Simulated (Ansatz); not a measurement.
**CH6InNSi: one species, many methods**

An exercise on one series of results from a longer session: the logs are not shown, and one member is left open.

Program: Ansatz 0.2.0, Gaussian basis. Level of theory: functionals in def2-TZVPP, the program's frozen cores in correlated methods. These are calculated values, not measurements.

Plan: LDA (SPW92), PBE-D4, revPBE-D4, BLYP-D4, r2SCAN-D4, B97M-V, PBE0-D4, B3LYP-D4, r2SCANh-D4, r2SCAN0-D4, HSE06-D4, BHLYP-D4, CAM-B3LYP-D4, LC-ωPBE, ωB97X-V, ωB97M-V, B2PLYP, PBE-QIDH; CCSD(T)/def2-SVP; CCSD(T)/def2-TZVPP; MP2/def2-QZVPP; extrapolation to the limit; RPA on PBE.

### Structure used throughout

An earlier PBE0-D4 in a triple-zeta def2 set relaxation fixed the geometry. In takes the def2 core potential; no spin-orbit term is included.

SMILES `N=[C]([SiH3])[InH2]`, 10 atoms, charge 0, spin multiplicity 1.

Atoms are counted from 1 here; the program's logs count them from 0.

Bond lengths: N1–C2 1.274 Å, N1–H5 1.026 Å, C2–Si3 1.886 Å, C2–In4 2.209 Å, Si3–H6 1.485 Å, Si3–H7 1.490 Å, Si3–H8 1.490 Å, In4–H9 1.722 Å, In4–H10 1.737 Å. Angles: C2–N1–H5 113.0°, N1–C2–Si3 118.6°, N1–C2–In4 119.6°, Si3–C2–In4 121.8°, C2–Si3–H6 113.1°, C2–Si3–H7 107.7°, C2–Si3–H8 107.7°, H6–Si3–H7 110.4°, H6–Si3–H8 110.4°, H7–Si3–H8 107.3°, C2–In4–H9 127.7°, C2–In4–H10 108.2°, H9–In4–H10 124.1°.

The first run:

Input file in.yaml:

```yaml
crystal:
  periodic: [false, false, false]
  atoms:
    - {symbol: N, position_ang: [-0.437516, -0.460312, -1.690335]}
    - {symbol: C, position_ang: [-0.124698, -0.161027, -0.492158]}
    - {symbol: Si, position_ang: [0.345753, -1.551957, 0.690726]}
    - {symbol: In, position_ang: [-0.146079, 1.953711, 0.145716]}
    - {symbol: H, position_ang: [-0.677801, 0.359814, -2.257880]}
    - {symbol: H, position_ang: [0.296368, -2.894736, 0.058676]}
    - {symbol: H, position_ang: [-0.582599, -1.491529, 1.854324]}
    - {symbol: H, position_ang: [1.716159, -1.268983, 1.201967]}
    - {symbol: H, position_ang: [0.235884, 2.588969, 1.700386]}
    - {symbol: H, position_ang: [-0.625491, 2.926059, -1.211432]}
basis:
  gaussian: {orbitals: def2-TZVPP}
hamiltonian: {xc: lda}
output: {orbitals: {seedname: orbitals}}
```

Run with:

```console
$ ansatz run in.yaml --threads 4 --pin off --events-out ev --progress --plain --max-ram 10444MiB
```

Steps of the session up to this table: LDA; PBE-D4 (GGA); revPBE-D4 (GGA); BLYP-D4 (GGA); r2SCAN-D4 (meta-GGA); B97M-V (meta-GGA); PBE0-D4 (hybrid); B3LYP-D4 (hybrid); r2SCANh-D4 (hybrid); r2SCAN0-D4 (hybrid); HSE06-D4 (hybrid); BHLYP-D4 (hybrid); CAM-B3LYP-D4 (range-separated); LC-ωPBE (range-separated); ωB97X-V (range-separated); ωB97M-V (range-separated); B2PLYP (double hybrid); PBE-QIDH (double hybrid).

One table of the session follows, with a row left open; its other results are not shown here.

It belongs to the step «Orbital energies across the functionals». 

| functional | HOMO (eV) | LUMO (eV) | gap (eV) |
| --- | --- | --- | --- |
| LDA (SPW92) | -5.27 | -3.36 | 1.91 |
| PBE-D4 | -5.13 | -3.09 | 2.04 |
| revPBE-D4 | ? | ? | ? |
| BLYP-D4 | -5.04 | -3.03 | 2.01 |
| r2SCAN-D4 | -5.30 | -2.90 | 2.40 |
| B97M-V | -5.45 | -3.09 | 2.37 |
| PBE0-D4 | -6.25 | -2.28 | 3.96 |
| B3LYP-D4 | -6.08 | -2.55 | 3.53 |
| r2SCANh-D4 | -5.73 | -2.60 | 3.12 |
| r2SCAN0-D4 | -6.37 | -2.17 | 4.20 |
| HSE06-D4 | -5.86 | -2.65 | 3.21 |
| BHLYP-D4 | -7.32 | -1.56 | 5.76 |
| CAM-B3LYP-D4 | -7.53 | -1.42 | 6.11 |
| LC-ωPBE | -8.76 | -0.29 | 8.47 |
| ωB97X-V | -8.46 | -0.42 | 8.04 |
| ωB97M-V | -8.36 | -0.66 | 7.70 |

Q: Estimate the row for revPBE-D4 from the others.

**Answer.** HOMO (eV): -5.07; LUMO (eV): -2.98; gap (eV): 2.10. In the column «HOMO (eV)» it lies between PBE-D4 (-5.13) and BLYP-D4 (-5.04).
